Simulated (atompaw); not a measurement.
# A PAW (atompaw) potential for antimony, from input to tests

Aim: build the potential from the settings below, then test how well it stands in for the atom: scattering, ghost states and the plane-wave cutoff that it needs.

Program: atompaw 4.2.0.5. Reference atom: PBE, scalar-relativistic, spherical and spin-unpolarised. All values are calculated.

## Step 1: Starting point

Typed settings, in words:

```
element                 : antimony (Sb, Z = 51)
type                    : PAW
frozen core             : [Kr] 4d10
valence charge          : 5
reference configuration : 5s2 5p2 (charge +1)
partial waves           : 5s (bound): rc 2.20 bohr; 5s channel at -1 Ry: rc 2.45 bohr; 5p (bound): rc 2.45 bohr; 5p channel at -0.4 Ry: rc 2.45 bohr
local potential         : bessel scheme, radius 2.15 bohr
core correction         : smooth core density matched at 1.95 bohr
augmentation charge     : sinc compensation charge, radius 2.05 bohr; PAW radius 2.45 bohr; waves and projectors: custom polynom vanderbiltortho
```

The nodes and maxima of the atom's own shells, from an earlier all-electron run, set the scale for the radii.

All-electron outer shells of the reference configuration (PBE, scalar-relativistic, ld1.x):

```csv
shell,level (eV),outermost node (bohr),outermost maximum (bohr)
4d,-42.01,0.38,0.84
5s,-20.64,0.95,1.88
5p,-11.99,1.04,2.24
5d,-3.47,1.33,3.98
```

## Step 2: Generating the potential

Input file Sb.input:

```
Sb 51
GGA-PBE scalarrelativistic loggrid 1500 logderivrange -4 5 226
5 5 4 0 0 0
5 1 2
0 0 0
c
c
c
c
v
c
c
c
v
c
c
1
2.45 2.05 2.15 1.95
y
-1
n
y
-0.4
n
custom polynom vanderbiltortho sinc
bessel
2.20
2.45
2.45
2.45
PWSCFOUT
UPFDX 0.0125d0 UPFXMIN -7.d0 UPFZMESH 51.d0
END
```

Run with:

```console
$ atompaw < Sb.input > Sb.log
```

Q: Predict the outcome of this session. Wanted: cutoffs for 10 and 1 mRy, occupied levels; bound ghosts; largest phase difference near zero energy, channels read; lowest eigenvalue of the overlap; share of valence orbitals outside the PAW sphere; UPF file.

As calculated:

| quantity | value |
| --- | --- |
| cutoffs for 10 and 1 mRy, occupied levels | 8 Ry and 12 Ry |
| bound ghosts | d at -4.68 eV |
| largest phase difference near zero energy, channels read | 0.003 rad |
| lowest eigenvalue of the overlap (Bessel basis) | 0.050 (s) |
| share of valence orbitals outside the PAW sphere | 5s 31 %, 5p 54 % |
| UPF file | written |

**Reading.** A bound ghost (d) makes it unfit for use: electrons can fall into a state that the atom doesn't have. By its cutoff, 8 Ry for the looser tolerance, it is soft on the atom at that tolerance. The slowest occupied level is 5s: taken alone it needs 12 Ry to come within 1 mRy, against 6 Ry or less for 5p. Near zero energy the phases of the channels with partial waves agree within 0.003 rad. All of this concerns the isolated atom, not yet a solid.
